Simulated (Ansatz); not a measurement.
**CH₄Cl₃InO: how energies converge with the basis set**

The task here is to estimate one member of a computed series from the others.

Method: one geometry, several basis sets; program: Ansatz 0.2.0, Gaussian basis.

The runs, in order: PBE0-D4/def2-SVP; ωB97M-V/def2-SVP; PBE0-D4/def2-QZVPP; ωB97M-V/def2-QZVPP; the functionals' def2-TZVPP values are taken from earlier runs.

### Structure used throughout

All runs share one geometry, relaxed beforehand with PBE0-D4 in a triple-zeta def2 set. In takes the def2 core potential; no spin-orbit term is included.

SMILES `C[OH+][In-]([Cl])([Cl])[Cl]`, 10 atoms, charge 0, spin multiplicity 1.

Atoms are counted from 1 here; the program's logs count them from 0.

Bond lengths: C1–O2 1.434 Å, C1–H7 1.090 Å, C1–H8 1.091 Å, C1–H9 1.088 Å, O2–In3 2.265 Å, O2–H10 0.965 Å, In3–Cl4 2.322 Å, In3–Cl5 2.327 Å, In3–Cl6 2.308 Å. Angles: O2–C1–H7 109.4°, O2–C1–H8 110.9°, O2–C1–H9 106.7°, H7–C1–H8 110.9°, H7–C1–H9 109.4°, H8–C1–H9 109.4°, C1–O2–In3 123.5°, C1–O2–H10 110.9°, In3–O2–H10 107.6°, O2–In3–Cl4 97.8°, O2–In3–Cl5 89.5°, O2–In3–Cl6 102.5°, Cl4–In3–Cl5 117.8°, Cl4–In3–Cl6 117.9°, Cl5–In3–Cl6 120.4°.

As a file:

```mol
CH4Cl3InO
  3D, bonds by distance, orders not assigned

 10  9  0  0  0  0  0  0  0  0999 V2000
    0.4777   -1.2311    0.8046 C   0  0
    0.7593    0.0352    0.1926 O   0  0
   -0.8263    1.3454   -0.7561 In  0  0
   -2.3483   -0.3289   -1.2765 Cl  0  0
    0.7008    1.9733   -2.3961 Cl  0  0
   -1.3633    2.7984    0.9550 Cl  0  0
    1.3795   -1.6085    1.2873 H   0  0
    0.1020   -1.9441    0.0697 H   0  0
   -0.2865   -1.0509    1.5573 H   0  0
    1.4881   -0.0400   -0.4347 H   0  0
  1  2  8  0
  2  3  8  0
  3  4  8  0
  3  5  8  0
  3  6  8  0
  1  7  8  0
  1  8  8  0
  1  9  8  0
  2 10  8  0
M  END
```

Set-up of the first run:

File in.yaml:

```yaml
crystal:
  periodic: [false, false, false]
  atoms:
    - {symbol: C, position_ang: [0.477719, -1.231054, 0.804559]}
    - {symbol: O, position_ang: [0.759282, 0.035198, 0.192649]}
    - {symbol: In, position_ang: [-0.826292, 1.345446, -0.756070]}
    - {symbol: Cl, position_ang: [-2.348273, -0.328914, -1.276479]}
    - {symbol: Cl, position_ang: [0.700846, 1.973291, -2.396144]}
    - {symbol: Cl, position_ang: [-1.363337, 2.798403, 0.954985]}
    - {symbol: H, position_ang: [1.379530, -1.608501, 1.287268]}
    - {symbol: H, position_ang: [0.102041, -1.944133, 0.069734]}
    - {symbol: H, position_ang: [-0.286521, -1.050931, 1.557283]}
    - {symbol: H, position_ang: [1.488103, -0.040005, -0.434683]}
basis:
  gaussian: {orbitals: def2-SVP}
hamiltonian: {xc: pbe0, dispersion: d4}
output: {orbitals: {seedname: orbitals}}
```

Started as:

```bash
$ ansatz run in.yaml --threads 4 --pin off --events-out ev --progress --plain --max-ram 11315MiB
```

Steps of the session up to this table: PBE0-D4 in def2-SVP; ωB97M-V in def2-SVP; PBE0-D4 in def2-QZVPP; ωB97M-V in def2-QZVPP.

One table of the session follows, with a row left open; its other results are not shown here.

It belongs to the step «Functionals by basis». 

```
functional       basis  HOMO (eV)  LUMO (eV)
   PBE0-D4    def2-SVP      -8.62      -1.68
   PBE0-D4  def2-TZVPP      -8.85      -1.89
   PBE0-D4  def2-QZVPP      -8.88      -1.95
   ωB97M-V    def2-SVP          ?          ?
   ωB97M-V  def2-TZVPP     -11.13       0.09
   ωB97M-V  def2-QZVPP     -11.17      -0.08
```

Q: Estimate the row for ωB97M-V, def2-SVP from the others.

**Answer.** HOMO (eV): -10.83; LUMO (eV): 0.42. In the column «HOMO (eV)» it lies between ωB97M-V, def2-TZVPP (-11.13) and PBE0-D4, def2-QZVPP (-8.88).
